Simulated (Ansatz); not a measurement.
# Cl2H6MgN2: the cost of one run

Program: Ansatz 0.2.0. Level of theory: RKS PBE0/def2-SVP. These are calculated values, not measurements.

### Step 1. Starting point

Bond lengths: Mg1–Cl2 2.838 Å, Mg1–Cl3 2.139 Å, Mg1–N5 2.475 Å, N5–H8 1.012 Å, N5–H9 1.011 Å, N7–H10 1.010 Å, N7–H11 1.010 Å. Angles: Cl2–Mg1–Cl3 120.4°, Cl2–Mg1–N5 99.3°, Cl3–Mg1–N5 121.9°, Mg1–N5–H8 114.7°, Mg1–N5–H9 119.0°, H8–N5–H9 108.3°, H10–N7–H11 110.4°.

As a file:

```xyz
11

Mg   -0.2584   -1.3696   -1.6037
Cl    1.7547   -2.0684    0.2703
Cl   -1.9009   -2.6891   -1.9722
H    -0.0633    0.8660    0.2584
N    -0.5979    0.9965   -0.9634
H     1.1470   -0.6106    1.0349
N     0.5161    0.5004    1.4129
H    -1.5662    1.2789   -0.8868
H    -0.0955    1.7164   -1.4645
H     1.2066    1.1387    1.7809
H    -0.1423    0.2408    2.1331
```

### Step 2. A restrained relaxation towards end A

Springs on the bonds that form and break draw the guess towards this end; the thresholds are loose.

input.yaml

```yaml
crystal:
  periodic: [false, false, false]
  atoms:
    - { symbol: Mg, position_ang: [-0.2584, -1.3696, -1.6037] }
    - { symbol: Cl, position_ang: [1.7547, -2.0684, 0.2703] }
    - { symbol: Cl, position_ang: [-1.9009, -2.6891, -1.9722] }
    - { symbol: H, position_ang: [-0.0633, 0.866, 0.2584] }
    - { symbol: "N", position_ang: [-0.5979, 0.9965, -0.9634] }
    - { symbol: H, position_ang: [1.147, -0.6106, 1.0349] }
    - { symbol: "N", position_ang: [0.5161, 0.5004, 1.4129] }
    - { symbol: H, position_ang: [-1.5662, 1.2789, -0.8868] }
    - { symbol: H, position_ang: [-0.0955, 1.7164, -1.4645] }
    - { symbol: H, position_ang: [1.2066, 1.1387, 1.7809] }
    - { symbol: H, position_ang: [-0.1423, 0.2408, 2.1331] }
basis:
  gaussian: { orbitals: def2-SVP }
hamiltonian:
  xc: pbe0
relax:
  f_tol: 0.15
  max_steps: 25
  restrain:
    - { distance: [0, 4], at: 3.42, k: 30.0 }
    - { distance: [3, 6], at: 2.32, k: 30.0 }
    - { distance: [5, 1], at: 2.63, k: 30.0 }
    - { distance: [0, 1], at: 2.43, k: 30.0 }
    - { distance: [3, 4], at: 1.02, k: 30.0 }
    - { distance: [5, 6], at: 1.02, k: 30.0 }
```

On the command line:

```sh
$ ansatz run input.yaml --threads 2 --pin off --max-ram 3072MiB --backend cpu --events-out ev --progress --plain --runs-dir out
```

**Question.** How long does this run take on 2 threads of Arm Neoverse V1, shared host, and how much memory does it need?

About 34 s, with a peak of 0.26 GiB.
